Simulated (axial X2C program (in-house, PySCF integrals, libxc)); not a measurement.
# InCl: from the state search to constants

What are the state, bond length, wavenumber and bond energy of InCl, and what does spin–orbit coupling change?

Computed with an in-house X2C program for linear molecules on PySCF integrals. Level: all-electron X2C, In dyall-cv3z, Cl dyall-av3z.

All values are calculated.

**1. Input**

The input, task.json:

```json
{"zs": [49, 17], "q": 0, "bas": ["dyall-cv3z", "dyall-av3z"], "levels": ["PBE0", "HF", "B97-3"], "cc": true, "r0": 2.41, "thr": -1.0, "nmax": 90, "npts": 10, "nst": 2, "ntry": 6}
```

Keys: zs atomic numbers; q charge; bas basis sets; levels methods (HF also brings MP2); cc coupled cluster on or off; r0 starting distance in Å; thr threshold in hartree for freezing inner shells (an s shell follows its p shell); nmax most natural virtual spinors; npts points asked for on the curve; nst determinants followed; ntry starts of the search.

The run is started by

```sh
$ python so2c.py task.json out
```

Spin-free means the one-electron spin-free X2C Hamiltonian; two-component (2c) means X2C with spin–orbit coupling and atomic mean-field two-electron Coulomb and Gaunt terms. Basis: In dyall-cv3z contracted to [11s12p9d4f1g], Cl dyall-av3z contracted to [9s8p3d2f]; Gaussian nuclei, density fitting. Masses: In 114.904 u, Cl 34.969 u.

Notation: σ, π±, δ± give the projection m of an orbital's angular momentum (0, ±1, ±2), α and β its spin, Λ and M_S the sums; ω is the projection of a spinor's total angular momentum and Ω the sum. Logs are in hartree.

The runs that follow: PBE0, spin-free; HF, spin-free; B97-3, spin-free; MP2 and beyond, spin-free; PBE0, 2c; HF, 2c; B97-3, 2c; MP2 and beyond, 2c.

Before running it: what results should come out? Wanted: for each run, Hamiltonian; Re; ωe; De; μ.

**Answer**, as computed:

Lowest determinant that the search found at its distance, spin-free: M_S = 0, Λ = 0 (closed shell).

Lowest determinant that the search found at its distance, 2c: Ω = 0 (closed shell).

```tsv
Hamiltonian	level	Re (Å)	ωe (cm⁻¹)	De (eV)	μ (D)
spin-free	PBE0	2.418	310	4.56	-3.54
spin-free	HF	2.435	307	3.39	-3.70
spin-free	MP2	2.438	309	4.69	n/a
spin-free	CCSD	2.440	308	4.40	n/a
spin-free	CCSD(T)	2.442	307	4.50	n/a
spin-free	B97-3	2.444	299.0	4.60	-3.79
2c	PBE0	2.418	310	4.46	-3.53
2c	HF	2.435	307	3.15	-3.69
2c	MP2	2.438	309	4.49	n/a
2c	CCSD	2.440	308	4.21	n/a
2c	CCSD(T)	2.442	307	4.31	n/a
2c	B97-3	2.445	298.9	4.43	-3.78
```

Dipoles are positive if Cl is the positive end.

In words: At CCSD(T), going from spin-free to two-component changes Re by 0 mÅ, ωe by 0.0 %, which is small (part of it comes from the scalar share of the two-electron terms). De moves by -0.19 eV; both De rest on single-determinant atoms, which can miss part of an open shell's spin–orbit lowering.

De refers to In + Cl, each in the lowest determinant found, which need not be this curve's own limit. The state is a single determinant with fixed occupations, the lowest that a limited PBE0 search found. The closed shell is kept restricted; where the fragments are open shells, the energy then runs too high at long range. Dissociation energies refer to the lowest single-determinant-based atoms at the same level and basis. Coupled cluster ran in a truncated set of natural virtual spinors; the MP2 energy of the rest was added. With the outer-core shells frozen, correlated bond lengths of heavy atoms tend to come out a few hundredths of an ångström too long.
